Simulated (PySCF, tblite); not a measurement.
**C₃H₇F₂NSi₂: geometry, infrared bands and NMR shifts**

Wanted: the infrared bands and NMR shifts of C₃H₇F₂NSi₂ (`C#C[Si@@H](F)N[SiH2]CF`), by calculation.

Computed with tblite 0.8.0 and PySCF 2.14.0, with density-fitted response routines of our own, on a single molecule in the gas phase. Atoms are numbered from 0 throughout.

**1. The molecule as given**

15 atoms, charge 0, multiplicity 1; geometry from: force field or distance geometry start.

Bonds of the start (Å): C0–C1 1.23, C1–Si2 1.82, Si2–F3 1.65, Si2–N4 1.82, N4–Si5 1.79, Si5–C6 1.88, C6–F7 1.37, C0–H8 1.06, Si2–H9 1.46, N4–H10 1.05, Si5–H11 1.48, Si5–H12 1.48, C6–H13 1.09, C6–H14 1.10.

**2. Optimising the geometry with GFN2-xTB**

Job settings and geometry (Å):

```
{"job": {"kind": "relax", "xc": "GFN2-xTB", "basis": "xTB"}, "charge": 0, "multiplicity": 1}
C      3.434600     1.117400    -0.118700
C      2.572300     0.265000    -0.321500
Si     1.301500    -1.008800    -0.578300
F      2.001900    -2.502300    -0.509600
N      0.033300    -0.839500     0.711900
Si    -0.944700     0.635300     0.460500
C     -2.534300     0.098800    -0.380300
F     -3.251900    -0.564600     0.576400
H      4.155400     1.870100     0.056300
H      0.660700    -0.737300    -1.866800
H     -0.577900    -1.694900     0.626700
H     -0.241800     1.591200    -0.417800
H     -1.223000     1.356200     1.725100
H     -3.068100     0.974300    -0.753800
H     -2.322300    -0.552900    -1.243400
```

Command:

```sh
OMP_NUM_THREADS=1 python probes_run.py task.json out
```

This one command runs all jobs of the session in turn.

**Question.** This job is followed by: GFN2-xTB harmonic vibrations, gas phase; GIAO PBE0/pcSseg-1 NMR shielding, non-relativistic, gas phase. What will the session give for the following? strongest single infrared mode (GFN2-xTB); zero-point energy (GFN2-xTB); 13C shifts against TMS (PBE0/pcSseg-1); 1H shifts against TMS (PBE0/pcSseg-1); 29Si shifts against TMS (PBE0/pcSseg-1); 19F shifts against CFCl3 (PBE0/pcSseg-1); 15N shifts against NH3 (PBE0/pcSseg-1); surface potential, 1st and 99th percentile.

The runs gave:

| quantity | value |
| --- | --- |
| strongest single infrared mode (GFN2-xTB) | 2238 cm⁻¹, 373 km/mol |
| zero-point energy (GFN2-xTB) | 57.1 kcal/mol |
| 13C shifts against TMS (PBE0/pcSseg-1) | 102.0, 87.2, 80.1 ppm |
| 1H shifts against TMS (PBE0/pcSseg-1) | 5.20, 5.13, 5.00, 4.88, 4.69, 1.98, 0.85 ppm |
| 29Si shifts against TMS (PBE0/pcSseg-1) | -37.4, -42.8 ppm |
| 19F shifts against CFCl3 (PBE0/pcSseg-1) | -164.0, -309.6 ppm |
| 15N shifts against NH3 (PBE0/pcSseg-1) | 21.0 ppm |
| surface potential, 1st and 99th percentile | -1.10 V and 1.73 V |

**Reading.** Over 149 steps the energy fell by 0.734 eV; of the close pairs, Si2–N4 changed most, 1.817 to 1.727 Å. No mode is imaginary among the 39: a minimum at this level. The strongest single mode, at 2238 cm⁻¹, moves mainly H12. GFN2-xTB is a fitted tight-binding method: band positions and strengths are rough. Its intensities can rank the bands wrongly. At PBE0/pcSseg-1: The widest tensor belongs to C1: span 285 ppm, with a paramagnetic part of -161 ppm. By nearest atom (PBE0/pcSseg-1), the HOMO sits on N4 55 %; H12 13 % and the LUMO on C0, C1 about 25 % each; Si2 16 %.
